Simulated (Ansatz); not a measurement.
# CHClNSi radical: basis-set convergence

How large a basis does CHClNSi radical need? Two functionals are run in growing sets.

Method: one geometry, several basis sets; program: Ansatz 0.2.0, Gaussian basis.

Levels to be run: PBE0-D4/def2-SVP; ωB97M-V/def2-SVP; PBE0-D4/def2-QZVPP; ωB97M-V/def2-QZVPP; the functionals' def2-TZVPP values are taken from earlier runs.

### 1 The geometry

An earlier PBE0-D4 in a triple-zeta def2 set relaxation fixed the geometry.

SMILES `N#C[SiH]Cl`, 5 atoms, charge 0, spin multiplicity 2.

Atoms are counted from 1 here; the program's logs count them from 0.

Bond lengths: N1–C2 1.154 Å, C2–Si3 1.834 Å, Si3–Cl4 2.035 Å, Si3–H5 1.481 Å. Angles: N1–C2–Si3 174.6°, C2–Si3–Cl4 109.0°, C2–Si3–H5 108.9°, Cl4–Si3–H5 110.9°.

As a file:

```xyz
5

N    -1.3702    0.1305   -1.8275
C    -0.7561    0.0075   -0.8580
Si    0.1054   -0.3101    0.7300
Cl    2.0401   -0.8107    0.3470
H     0.0307    0.9090    1.5671
```

### 2 PBE0-D4 in def2-SVP

Contents of in.yaml:

```yaml
crystal:
  periodic: [false, false, false]
  atoms:
    - {symbol: N, position_ang: [-1.370151, 0.130516, -1.827546]}
    - {symbol: C, position_ang: [-0.756118, 0.007483, -0.857998]}
    - {symbol: Si, position_ang: [0.105410, -0.310086, 0.729983]}
    - {symbol: Cl, position_ang: [2.040072, -0.810663, 0.346978]}
    - {symbol: H, position_ang: [0.030687, 0.909049, 1.567083]}
basis:
  gaussian: {orbitals: def2-SVP}
magnetization: {spin_polarized: true, initial_magnetization: 1}
hamiltonian: {xc: pbe0, dispersion: d4}
output: {orbitals: {seedname: orbitals}}
```

After this run come: ωB97M-V in def2-SVP; PBE0-D4 in def2-QZVPP; ωB97M-V in def2-QZVPP.

Before running them: what should the planned runs give, taken together? Wanted: PBE0-D4: double and triple zeta above quadruple; ωB97M-V: double and triple zeta above quadruple.

**Answer**, as computed:

| quantity | value |
| --- | --- |
| PBE0-D4: double and triple zeta above quadruple | 10.84, 0.76 eV |
| ωB97M-V: double and triple zeta above quadruple | 10.83, 0.71 eV |

For PBE0-D4 the step from double to triple zeta gains 10.08 eV and the next only 0.76 eV. Total energies overstate the basis error of differences, where much of it tends to cancel.
